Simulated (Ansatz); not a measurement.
# SiGe: the cost of one run

Program: Ansatz 0.2.0. Level of theory: DFT LDA, scalar-relativistic, plane waves, PAW. These are calculated values, not measurements.

1 further run of the same task is left out (set aside as unsound or not needed).

## Step 1: The system as given

It takes space group P6_3mc (No. 186, hexagonal). The conventional cell has a = 3.869 Å, b = 3.869 Å, c = 6.395 Å, α = 90.00°, β = 90.00°, γ = 120.00°. Around Si (site symmetry 3m) lie 4 Ge at 2.37 to 2.39 Å. Ge (site symmetry 3m) is surrounded by 4 Si at 2.37 to 2.39 Å.

Coordinates:

```xyz
4
Lattice="3.8695 0.0000 0.0000 -1.9347 3.3511 0.0000 0.0000 0.0000 6.3947" Properties=species:S:1:pos:R:3 pbc="T T T"
Si    1.9347    1.1170    5.5922
Si    0.0000    2.2341    2.3949
Ge    1.9347    1.1170    3.2005
Ge    0.0000    2.2341    0.0032
```

It goes back to an entry of the Materials Project, which need not be the stable form.

This cell was relaxed beforehand with the same method: volume 20.73 Å³/atom, gap on the mesh 0.32 eV.

## Step 2: The scan

The energy is mapped over volume and the cell's shape.

First coordinate, volume per atom: 5 values from 19.07 to 22.39 Å³. Second coordinate, c/a of the conventional cell: 5 values from 1.378 to 1.982.

Nothing else is relaxed (fractional coordinates fixed). Energies count from the relaxed crystal. Points are written as (first, second).

## Step 3: Grid point (19.07 Å³, 1.378)

input.yaml reads:

```yaml
crystal:
  lattice:
    - [3.9988411681, 0.0, 0.0]
    - [-1.9994205841, 3.4630980373, 0.0]
    - [0.0, 0.0, 5.5088035932]
  atoms:
    - { symbol: Si, position: [0.6666666667, 0.3333333333, 0.8745031008] }
    - { symbol: Si, position: [0.3333333333, 0.6666666667, 0.3745031008] }
    - { symbol: Ge, position: [0.6666666667, 0.3333333333, 0.5004958992] }
    - { symbol: Ge, position: [0.3333333333, 0.6666666667, 0.0004958992] }
basis:
  ecutwfc: 420
kpoints:
  mp_grid: { grid: [12, 12, 6] }
hamiltonian:
  xc: lda
  pseudopotentials: { kind: paw, azcp: { folder: soft_1 } }
scf:
  occupations: { method: gaussian, width: 0.03 }
output:
  forces: true
  stress: true
  eigenvalues: true
```

Command:

```console
$ ansatz run input.yaml --threads 1 --pin off --max-ram 2048MiB --backend cpu --events-out ev --progress --plain --runs-dir out
```

Q: Estimate wall time and peak memory on 1 thread of Arm Neoverse N1, shared host.

About 23 s, with a peak of 0.39 GiB.
